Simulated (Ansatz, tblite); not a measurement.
# n-GeGeGeGeSiGeH14 (SiGe₅H₁₄): rung by rung

How do method and basis change the picture of n-GeGeGeGeSiGeH14 (SiGe₅H₁₄) (singlet)?

The runs use Ansatz 0.2.0, Gaussian basis; as each input shows.

Plan: GFN1-xTB, GFN2-xTB, PBE-D4/def2-TZVP, r2SCAN-D4/def2-TZVP, r2SCANh-D4/def2-TZVP, BLYP-D4/def2-TZVP, PBE-D4/def2-SVP, PBE0-D4/def2-SVP, HF/6-31G, B3LYP-D4/6-31G, MP2/def2-SVP.

3 further runs of the same task are left out: 1 that didn't finish, 2 set aside as unsound or not needed. Runs told in other sessions of the task aren't counted.

**1. The relaxed structure**

The geometry is that of the singlet, from an earlier relaxation (r2SCAN-D4/def2-SVP).

20 atoms, charge 0, spin multiplicity 1.

Bond lengths: Ge1–Ge2 2.421 Å, Ge1–H7 1.538 Å, Ge1–H8 1.538 Å, Ge1–H9 1.537 Å, Ge2–Ge3 2.424 Å, Ge2–H10 1.541 Å, Ge2–H11 1.539 Å, Ge3–Ge4 2.423 Å, Ge3–H12 1.541 Å, Ge3–H13 1.541 Å, Ge4–Si5 2.385 Å, Ge4–H14 1.541 Å, Ge4–H15 1.542 Å, Si5–Ge6 2.381 Å, Si5–H16 1.498 Å, Si5–H17 1.496 Å, Ge6–H18 1.538 Å, Ge6–H19 1.537 Å and more. Angles: Ge2–Ge1–H7 110.5°, Ge2–Ge1–H8 109.1°, Ge2–Ge1–H9 111.7°, H7–Ge1–H8 108.1°, H7–Ge1–H9 108.5°, H8–Ge1–H9 108.8°, Ge1–Ge2–Ge3 109.9°, Ge1–Ge2–H10 109.1°, Ge1–Ge2–H11 110.9°, Ge3–Ge2–H10 110.1°, Ge3–Ge2–H11 109.2°, H10–Ge2–H11 107.6°, Ge2–Ge3–Ge4 111.2°, Ge2–Ge3–H12 109.0°, Ge2–Ge3–H13 110.7°, Ge4–Ge3–H12 108.9°, Ge4–Ge3–H13 109.4°, H12–Ge3–H13 107.6° and more.

PBE0-D4/def2-TZVP was run before; its log isn't repeated, and its numbers join the tables.

**2. GFN1-xTB**

Tight binding, by tblite at 300 K electronic temperature and without a spin-polarisation term:

```python
tblite.interface.Calculator('GFN1-xTB', numbers, positions, charge=0, uhf=0).singlepoint()
```

Energy -482.9592 eV, HOMO -11.57 eV, LUMO -8.07 eV; 0.031 s.

**3. GFN2-xTB**

Tight binding, by tblite at 300 K electronic temperature and without a spin-polarisation term:

```python
tblite.interface.Calculator('GFN2-xTB', numbers, positions, charge=0, uhf=0).singlepoint()
```

Energy -503.4815 eV, HOMO -10.08 eV, LUMO -5.85 eV; 0.024 s.

**4. PBE-D4/def2-TZVP**

start.molden holds the orbitals of an earlier run on this state, given as this run's starting guess.

The input, in.yaml:

```yaml
crystal:
  periodic: [false, false, false]
  atoms:
    - {symbol: Ge, position_ang: [1.589970, -0.658932, 2.193150]}
    - {symbol: Ge, position_ang: [1.723336, 1.334649, 0.825772]}
    - {symbol: Ge, position_ang: [1.759550, 0.724847, -1.519833]}
    - {symbol: Ge, position_ang: [-0.483499, 0.373444, -2.366628]}
    - {symbol: Si, position_ang: [-1.702863, -1.222291, -1.079491]}
    - {symbol: Ge, position_ang: [-2.549710, -0.261458, 0.928012]}
    - {symbol: H, position_ang: [0.665920, -1.700302, 1.539247]}
    - {symbol: H, position_ang: [2.992482, -1.277946, 2.319549]}
    - {symbol: H, position_ang: [1.056577, -0.349020, 3.600548]}
    - {symbol: H, position_ang: [3.002232, 2.112169, 1.191673]}
    - {symbol: H, position_ang: [0.524045, 2.262875, 1.090153]}
    - {symbol: H, position_ang: [2.566577, -0.577093, -1.686053]}
    - {symbol: H, position_ang: [2.456890, 1.816068, -2.354183]}
    - {symbol: H, position_ang: [-1.231532, 1.720369, -2.338072]}
    - {symbol: H, position_ang: [-0.411387, -0.084161, -3.836971]}
    - {symbol: H, position_ang: [-2.871937, -1.713157, -1.877039]}
    - {symbol: H, position_ang: [-0.830114, -2.397515, -0.770321]}
    - {symbol: H, position_ang: [-1.434021, 0.371765, 1.775556]}
    - {symbol: H, position_ang: [-3.263037, -1.318548, 1.786780]}
    - {symbol: H, position_ang: [-3.559479, 0.844239, 0.578162]}
basis:
  gaussian: {orbitals: def2-TZVP, initial_orbitals: start.molden}
hamiltonian: {xc: pbe, dispersion: d4}
scf: {omitted_lower_state_checks: [starts]}
output: {orbitals: {seedname: orbitals}}
```

The run is started by

```console
ansatz run in.yaml --threads 4 --pin off --events-out ev --progress --plain --max-ram 6963MiB
```

After this run come: r2SCAN-D4/def2-TZVP; r2SCANh-D4/def2-TZVP; BLYP-D4/def2-TZVP; PBE-D4/def2-SVP; PBE0-D4/def2-SVP; HF/6-31G; B3LYP-D4/6-31G; MP2/def2-SVP.

Q: Predict the results of all the runs planned. Wanted: gap in def2-TZVP, named functionals, smallest and largest; correlation energy, MP2/def2-SVP; binding an atom, functionals in def2-TZVP; PBE0 total energy, smallest basis above largest.

As calculated:

| quantity | value |
| --- | --- |
| gap in def2-TZVP, named functionals, smallest and largest | 5.35 eV (BLYP-D4), 7.22 eV (PBE0-D4) |
| correlation energy, MP2/def2-SVP | -34.95 eV |
| binding an atom, functionals in def2-TZVP | 2.70 (BLYP-D4) to 2.77 eV (r2SCAN-D4) |
| PBE0 total energy, smallest basis above largest | 38.35 eV (def2-SVP, def2-TZVP) |

Orbital gaps of the named functionals in def2-TZVP span 5.35 eV (BLYP-D4) to 7.22 eV (PBE0-D4); exact exchange widens it.
